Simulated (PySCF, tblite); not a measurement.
# C₆H₉OP: geometry, infrared bands and NMR shifts

Wanted: the infrared bands and NMR shifts of C₆H₉OP (`O=C=PC1CCCC1`), by calculation.

Computed with tblite 0.8.0 and PySCF 2.14.0, with density-fitted response routines of our own, on a single molecule in the gas phase. Atoms count from 0, in the outputs and in this text.

### Step 1. Starting geometry

17 atoms, charge 0, multiplicity 1; geometry from: force field or distance geometry start.

Bonds of the start (Å): O0–C1 1.22, C1–P2 1.62, P2–C3 1.86, C3–C4 1.52, C4–C5 1.52, C5–C6 1.52, C6–C7 1.52, C7–C3 1.54, C3–H8 1.11, C4–H9 1.11, C4–H10 1.09, C5–H11 1.09, C5–H12 1.11, C6–H13 1.10, C6–H14 1.10, C7–H15 1.09, C7–H16 1.10.

### Step 2. Optimising the geometry with GFN2-xTB

The job: settings as JSON, then the geometry in Å.

```
{"job": {"kind": "relax", "xc": "GFN2-xTB", "basis": "xTB"}, "charge": 0, "multiplicity": 1}
O      3.781800    -0.610000     0.672700
C      3.056000     0.018400    -0.075600
P      2.085100     0.866600    -1.059900
C      0.258500     0.539000    -0.906500
C     -0.251300     1.177800     0.369500
C     -1.117900     0.156800     1.083800
C     -1.432000    -0.784900    -0.073100
C     -0.024000    -0.946000    -0.619900
H     -0.323200     0.828400    -1.803100
H     -0.853400     2.060900     0.064600
H      0.612800     1.450600     0.973100
H     -2.032400     0.561400     1.516600
H     -0.497500    -0.421600     1.797500
H     -1.867700    -1.739700     0.263000
H     -2.007500    -0.277400    -0.867600
H     -0.033200    -1.547600    -1.523200
H      0.638900    -1.320600     0.178400
```

Run with:

```bash
$ OMP_NUM_THREADS=1 python probes_run.py task.json out
```

This one command runs all jobs of the session in turn.

**Question.** This job is followed by: GFN2-xTB harmonic vibrations, gas phase; GIAO PBE0/pcSseg-1 NMR shielding, non-relativistic, gas phase. Predict these results of the whole session: strongest single infrared mode (GFN2-xTB); zero-point energy (GFN2-xTB); ¹³C shifts against TMS (PBE0/pcSseg-1, means over atoms taken as alike); ¹H shifts against TMS (PBE0/pcSseg-1, means over atoms taken as alike); ¹⁷O shifts against H2O (PBE0/pcSseg-1); ³¹P shifts against H3PO4 (PBE0/pcSseg-1).

The runs gave:

| quantity | value |
| --- | --- |
| strongest single infrared mode (GFN2-xTB) | 2056 cm⁻¹, 994 km/mol |
| zero-point energy (GFN2-xTB) | 86.6 kcal/mol |
| ¹³C shifts against TMS (PBE0/pcSseg-1, means over atoms taken as alike) | 221.3, 43.1, 32.6, 30.8 ppm |
| ¹H shifts against TMS (PBE0/pcSseg-1, means over atoms taken as alike) | 2.49, 1.83, 1.78, 1.62, 1.45 ppm |
| ¹⁷O shifts against H2O (PBE0/pcSseg-1) | 464.8 ppm |
| ³¹P shifts against H3PO4 (PBE0/pcSseg-1) | -202.2 ppm |

In words: Over 80 steps the energy fell by 0.862 eV; of the close pairs, O0–C1 changed most, 1.217 to 1.163 Å. The lowest mode is imaginary (23i cm⁻¹), so the xTB geometry is not a minimum. The strongest single mode, at 2056 cm⁻¹, moves mainly C1. Unscaled tight-binding wavenumbers are off by several per cent, some by more. Its intensities can rank the bands wrongly. At PBE0/pcSseg-1: The largest span, 461 ppm, is at P2, where the paramagnetic term is -446 ppm.
